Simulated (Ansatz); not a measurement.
This script drives Ansatz 0.2.0 through its Python package.

Script `run_dimer.py`:
```python
import ansatz as az

BASIS = "def2-SVP"
METHOD = "mp2"

FIRST = [
    ("Br", (0.9724, 1.4266, 0.6786)),
    ("Si", (-0.7118, 0.3656, -0.3469)),
    ("Br", (-0.2607, -1.7922, -0.3318)),
]
SECOND = [
    ("Br", (2.6626, -1.7658, 0.2181)),
    ("Si", (4.4905, -0.6791, -0.4831)),
    ("Br", (3.8371, 0.9642, -1.7994)),
]

def energy(atoms, ghosts=()):
    molecule = az.Crystal.molecule()
    for symbol, xyz in atoms:
        molecule = molecule.atom(symbol, xyz)
    calc = (
        molecule.calculation()
        .basis(gaussian=BASIS)
        .correlation(METHOD)
    )
    deck = calc.input()
    if ghosts:
        deck = deck.set(az.key.basis.gaussian.ghost_atoms, [{"symbol": s, "position_ang": list(xyz)} for s, xyz in ghosts])
    return az.Session.from_dict(deck).plan().execute().report["free_energy_ev"]


def main() -> None:
    both = energy(FIRST + SECOND)
    alone = energy(FIRST) + energy(SECOND)
    ghosted = energy(FIRST, SECOND) + energy(SECOND, FIRST)
    print(f"dimer {both:.6f} eV")
    print(f"interaction, uncorrected   {23.060548 * (both - alone):8.3f} kcal/mol")
    print(f"interaction, counterpoise  {23.060548 * (both - ghosted):8.3f} kcal/mol")
    print(f"basis-set superposition    {23.060548 * (alone - ghosted):8.3f} kcal/mol")


if __name__ == "__main__":
    main()
```

It is started by `python run_dimer.py`. Estimate its wall time and peak memory on 1 thread of Arm Neoverse V2, with other jobs on the host.

It took about 36 s, with a peak of 0.8 GiB, for 5 runs of the engine.

```console
$ python run_dimer.py
dimer -295713.185721 eV
interaction, uncorrected      9.247 kcal/mol
interaction, counterpoise    12.942 kcal/mol
basis-set superposition       3.695 kcal/mol
```

Uncorrected it is 9.247 kcal/mol, with the counterpoise correction 12.942 kcal/mol; the difference, 3.70 kcal/mol, is the superposition error. In this basis both values are repulsive.

Total energies depend on the basis set; only differences at equal settings carry meaning. The dimer is a generated trial pose of unrelaxed monomers, not a minimum, so the figure is no binding energy, and the basis set is small.

(Lines on the test bed's own set-up are left out of the output.)
